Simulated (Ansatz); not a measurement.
# Zr5TiC6: the cost of one run

Program: Ansatz 0.2.0. Level of theory: DFT PBE, scalar-relativistic, plane waves, PAW. These are calculated values, not measurements.

## Step 1: The system as given

It takes space group P4/mmm (No. 123, tetragonal). The conventional cell has a = 3.460 Å, b = 3.460 Å, c = 14.679 Å, α = 90.00°, β = 90.00°, γ = 90.00°. Zr (site symmetry 4mm) is surrounded by 6 C at 2.45 Å. Zr (site symmetry 4/mmm) is surrounded by 6 C at 2.45 Å. Around Ti (site symmetry 4/mmm) lie 6 C at 2.45 Å. C (site symmetry 4/mmm) has 6 Zr at 2.45 Å as nearest neighbours. Around C (site symmetry 4mm) lie 6 Zr at 2.45 Å. C (site symmetry 4mm) is surrounded by 5 Zr at 2.45 Å and 1 Ti at 2.45 Å. Around C (site symmetry 4/mmm) lie 4 Ti at 2.45 Å and 2 Zr at 2.45 Å.

As a file:

```
Zr Ti C
1.0
     3.45988    0.00000    0.00000
     0.00000    3.45988    0.00000
     0.00000    0.00000   14.67903
Zr Ti C
5 1 6
Direct
  0.00000 0.00000 0.16667
  0.50000 0.50000 0.33333
  0.50000 0.50000 0.66667
  0.00000 0.00000 0.83333
  0.50000 0.50000 0.00000
  0.00000 0.00000 0.50000
  0.00000 0.00000 0.00000
  0.50000 0.50000 0.16667
  0.00000 0.00000 0.33333
  0.50000 0.50000 0.50000
  0.00000 0.00000 0.66667
  0.50000 0.50000 0.83333
```

The start is an ordering of an alloy on its end members' structure types: elements ordered on the sites of the ZrC type, Ti/Zr on Zr (P4/mmm, No. 123).

## Step 2: A first look at the guess

Contents of input.yaml:

```yaml
crystal:
  lattice:
    - [3.45987966, 0.0, 0.0]
    - [0.0, 3.45987966, 0.0]
    - [0.0, 0.0, 14.67902622]
  atoms:
    - { symbol: Zr, position: [0.0, 0.0, 0.16666667] }
    - { symbol: Zr, position: [0.5, 0.5, 0.33333333] }
    - { symbol: Zr, position: [0.5, 0.5, 0.66666667] }
    - { symbol: Zr, position: [0.0, 0.0, 0.83333333] }
    - { symbol: Zr, position: [0.5, 0.5, 0.0] }
    - { symbol: Ti, position: [0.0, 0.0, 0.5] }
    - { symbol: C, position: [0.0, 0.0, 0.0] }
    - { symbol: C, position: [0.5, 0.5, 0.16666667] }
    - { symbol: C, position: [0.0, 0.0, 0.33333333] }
    - { symbol: C, position: [0.5, 0.5, 0.5] }
    - { symbol: C, position: [0.0, 0.0, 0.66666667] }
    - { symbol: C, position: [0.5, 0.5, 0.83333333] }
basis:
  ecutwfc: 420
kpoints:
  mp_grid: { grid: [6, 6, 2] }
hamiltonian:
  xc: pbe
scf:
  occupations: { method: gaussian, width: 0.1 }
  lower_state_search: "off"
output:
  forces: true
  stress: true
  eigenvalues: true
```

Command:

```
$ ansatz run input.yaml --threads 1 --pin off --max-ram 2560MiB --backend cpu --events-out ev --progress --plain --runs-dir out
```

Q: Estimate wall time and peak memory on 1 thread of AMD EPYC 9R45 (Zen 5), shared host.

About 4.6 s, with a peak of 0.54 GiB.
